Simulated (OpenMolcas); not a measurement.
# Os⁴⁺ among point charges: CASSCF and CASPT2 levels and susceptibility

Aim: the splitting of the states of Os⁴⁺ in the field of 6 point charges, its lowest levels with spin-orbit coupling and its magnetic susceptibility.

Program: OpenMolcas 26.06. Level of theory: state-averaged CASSCF and CASPT2, spin-orbit coupling by RASSI with atomic mean-field integrals. These are calculated values, not measurements, unless marked.

## Step 1: The system

| Item | Value |
| --- | --- |
| Species | Os⁴⁺ (osmium, Z = 76, 72 electrons) |
| Basis | ANO-RCC-VDZP [7s6p4d2f1g], 68 functions |
| Scalar Hamiltonian | DKH2, point nucleus |
| Inactive shells | 1s 2s 2p 3s 3p 3d 4s 4p 4d 4f 5s 5p |
| Active space | 4 electrons in 5 orbitals (5d) |
| Some configurations of this space | 5d4 |
| Orbitals | optimised for each spin and parity, averaged over all roots |

Outer shells as boxes (Hund's rule):

5d4
```
5d [↑ ][↑ ][↑ ][↑ ][  ]
```

The ion sits among 6 point charges of -1.7 e arranged as an octahedron (Oh), 2.09 Å from the ion.

Each step is its own input file, run in one work folder so that later steps find the files of earlier ones. Labels, J, g values, rates, χT and fits are worked out afterwards by a script from the matrices that RASSI stores. The input lists half of the charges; inversion (Group=XYZ) makes the rest.

## Step 2: One- and two-electron integrals

Input file a.inp:

```
&GATEWAY
Coord
1

Os 0.0 0.0 0.0
Basis=ANO-RCC-VDZP
Group=XYZ
NoMove
AngMom=0.0 0.0 0.0
AMFI
XField
3 Angstrom 0
2.090000 0.000000 0.000000 -1.700000
0.000000 2.090000 0.000000 -1.700000
0.000000 0.000000 2.090000 -1.700000
&SEWARD
```

Run with:

```console
$ OMP_NUM_THREADS=1 MOLCAS_MEM=1689 MOLCAS_PROJECT=a pymolcas a.inp > a.log
```

## Step 3: Reference wave functions, quintets of even parity, 5 roots

Input file a.inp:

```
&RASSCF
FileOrb=start.orb
Symmetry=1
Spin=5
nActEl=4 0 0
Inactive=15 19
Ras2=5 0
CIRoot=5 5 1
SDav=5
CIMx=300
Iter=120 100
PrWF=0.3
OrbListing=Nothing
MaxOrb=0
>>> COPY $Project.JobIph JOB001
```

start.orb holds the contracted functions of the basis, ordered by shell, or the orbitals of the step before.

## Step 4: CASSCF: triplets of even parity, 45 roots

Input file a.inp:

```
&RASSCF
FileOrb=start.orb
Symmetry=1
Spin=3
nActEl=4 0 0
Inactive=15 19
Ras2=5 0
CIRoot=45 45 1
SDav=45
CIMx=300
Iter=120 100
PrWF=0.3
OrbListing=Nothing
MaxOrb=0
>>> COPY $Project.JobIph JOB002
```

## Step 5: CASSCF: singlets of even parity, 50 roots

Input file a.inp:

```
&RASSCF
FileOrb=start.orb
Symmetry=1
Spin=1
nActEl=4 0 0
Inactive=15 19
Ras2=5 0
CIRoot=50 50 1
SDav=50
CIMx=300
Iter=120 100
PrWF=0.3
OrbListing=Nothing
MaxOrb=0
>>> COPY $Project.JobIph JOB003
```

## Step 6: RASSI: spin-orbit coupling between the states

Input file a.inp:

```
&RASSI
NrOfJobIphs=3 5 45 50
1 2 3 4 5
1 2 3 4 5 6 7 8 9 10 11 12 13 14 15 16 17 18 19 20 21 22 23 24 25 26 27
28 29 30 31 32 33 34 35 36 37 38 39 40 41 42 43 44 45
1 2 3 4 5 6 7 8 9 10 11 12 13 14 15 16 17 18 19 20 21 22 23 24 25 26 27
28 29 30 31 32 33 34 35 36 37 38 39 40 41 42 43 44 45 46 47 48 49 50
IphNames
JOB001
JOB002
JOB003
EJob
SpinOrbit
DIPRint=1.0
SOCoupling=1000.0
Subsets=2
Property=9
'ANGMOM' 1 'ANGMOM' 2 'ANGMOM' 3 'MLTPL  1' 1 'MLTPL  1' 2 'MLTPL  1' 3
'AMFI' 1 'AMFI' 2 'AMFI' 3
SOProperty=3
'ANGMOM' 1 'ANGMOM' 2 'ANGMOM' 3
```

## Step 7: CASPT2: IPEA 0.25, imaginary shift 0.1 (closed shells correlated: 5s 5p)

Input file a.inp:

```
>>> COPY JOB001 $Project.JobIph
&CASPT2
Multistate=5 1 2 3 4 5
NoMult
Frozen=14 16
IPEA=0.25
Imaginary=0.1
MaxIter=60
WThr=0.0 0.3 0.05
PrWF=0.5
NoMix
>>> COPY JOB002 $Project.JobIph
&CASPT2
Multistate=45 1 2 3 4 5 6 7 8 9 10 11 12 13 14 15 16 17 18 19 20 21 22
23 24 25 26 27 28 29 30 31 32 33 34 35 36 37 38 39 40 41 42 43 44 45
NoMult
Frozen=14 16
IPEA=0.25
Imaginary=0.1
MaxIter=60
WThr=0.0 0.3 0.05
PrWF=0.5
NoMix
>>> COPY JOB003 $Project.JobIph
&CASPT2
Multistate=50 1 2 3 4 5 6 7 8 9 10 11 12 13 14 15 16 17 18 19 20 21 22
23 24 25 26 27 28 29 30 31 32 33 34 35 36 37 38 39 40 41 42 43 44 45 46
47 48 49 50
NoMult
Frozen=14 16
IPEA=0.25
Imaginary=0.1
MaxIter=60
WThr=0.0 0.3 0.05
PrWF=0.5
NoMix
```

(Steps that only read results are left out.)

Before running it: what results should come out? Wanted: spin-free ground state; first state of the same spin within the active space; lowest level; next level.

**Answer**, as computed:

| quantity | value |
| --- | --- |
| method | SS-CASPT2, IPEA 0.25, imaginary shift 0.1 (closed shells correlated: 5s 5p) |
| spin-free ground state | 5E, 2-fold in its orbital part |
| first state of the same spin within the active space | 5T2 at 8050 cm⁻¹ |
| lowest level | 1-fold A1 |
| next level | 4794.1 cm⁻¹ |
| χT at 300 K | 0.07 cm³ K/mol |
| effective moment at 300 K | 0.76 μB |

Cost by method:

```csv
method,time of its own steps,time with the reference
A. CASSCF,23 s,23 s
"B. SS-CASPT2, IPEA 0.25, imaginary shift 0.1, +5s 5p",9.2 s,32 s
```

Times are of one thread on a shared host.

What this shows: The spin-free ground state (5E) comes to 100 % from free-ion D terms and keeps the highest spin of the shell. χT at 300 K is 0.07, against 3.01 cm³ K/mol for the spin alone, so spin-orbit coupling lowers it. An active space of the d shell alone favours high spin; real ions in strong fields can be low spin. A ligand-field fit to the states below 45000 cm-1 gives 10Dq = 8328 cm-1, B = 712 cm-1 and C = 3350 cm-1 (C/B = 4.70), with a deviation of 378 cm-1. CASPT2 does not keep the components of a term degenerate, and the means are used. An orbital doublet at a regular site is open to a Jahn-Teller distortion, which this geometry leaves out. The field of point charges can differ much from that of real complexes. With metal d orbitals alone active, the gaps between spin states are rough; where two lie within a few thousand cm-1, their order is open. This is an electrostatic model: the charges have no orbitals.
